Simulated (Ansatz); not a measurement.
Consider an atomisation energy of CH₆BPSi, SMILES PB1C[SiH2]1 (the Ansatz DFT code, driven from Python).

The script reads `ch6bpsi.xyz`:
```text
10

P    -2.01280    0.61480   -0.93560
B    -0.48270   -0.07230   -0.12440
C     0.47480   -1.26420    0.14490
Si    1.26310    0.13450    1.03370
H    -1.48190    0.64170   -2.29800
H    -1.68910    2.04990   -0.66140
H     1.10660   -1.57890   -0.73370
H     0.10330   -2.03840    0.79310
H     2.08880    1.05920    0.36110
H     0.71310    0.40260    2.42320
```

`run_tae.py`
```python
"""Energy to split CH6BPSi into its atoms."""

from collections import Counter

import ansatz as az


def single_point(molecule, charge=0, unpaired=0):
    calc = molecule.calculation().basis(gaussian="pcseg-2").functional("b3lyp")
    if charge:
        calc = calc.charge(charge)
    if unpaired:
        calc = calc.spin("collinear", total=unpaired)
    report = calc.run(threads=1, pin="off").report
    if report["published_state_doubts"]:
        print("  doubts:", report["published_state_doubts"])
    return report["free_energy_ev"]


def main() -> None:
    ch6bpsi = az.Crystal.molecule_from_extxyz("ch6bpsi.xyz")

    # Hund ground states
    unpaired = {"P": 3, "B": 1, "C": 2, "Si": 2, "H": 1}
    counts = Counter(site.symbol for site in ch6bpsi.cartesian_sites)
    atom_energy = {s: single_point(az.Crystal.molecule().atom(s, (0, 0, 0)), 0, unpaired[s]) for s in counts}
    whole = single_point(ch6bpsi, 0, 0)
    for s, e in atom_energy.items():
        print(f"{s:2s} x{counts[s]}  {e:14.5f} eV")
    print(f"CH6BPSi: {whole:.5f} eV")
    split = sum(counts[s] * e for s, e in atom_energy.items()) - whole
    print(f"atomisation energy (no zero-point term): {96.485332 * split:.1f} kJ/mol, {split / sum(counts.values()):.3f} eV an atom")


if __name__ == "__main__":
    main()
```

What does it cost to take this molecule apart into atoms?

3131.8 kJ/mol from the electronic energies, without the zero-point term.

The output:

Output of `python run_tae.py`:
```text
P  x1     -9286.94529 eV
B  x1      -671.13660 eV
C  x1     -1030.19959 eV
Si x1     -7874.96054 eV
H  x6       -13.67026 eV
CH6BPSi: -18977.72215 eV
atomisation energy (no zero-point term): 3131.8 kJ/mol, 3.246 eV an atom
```

Reading the output:
- Total energies depend on the basis set; only differences at equal settings carry meaning.
- The geometry is a force-field or estimated start, not a minimum of this method, and the basis set is short of its limit. All parts are taken at fixed geometry, without zero-point energy.
- b3lyp holds the VWN-RPA fit, as in Gaussian; the form of ORCA and Turbomole is b3lyp5.
- Finished in 9.4 s on 1 thread of Arm Neoverse V1, on a shared host, peak memory 0.41 GiB.
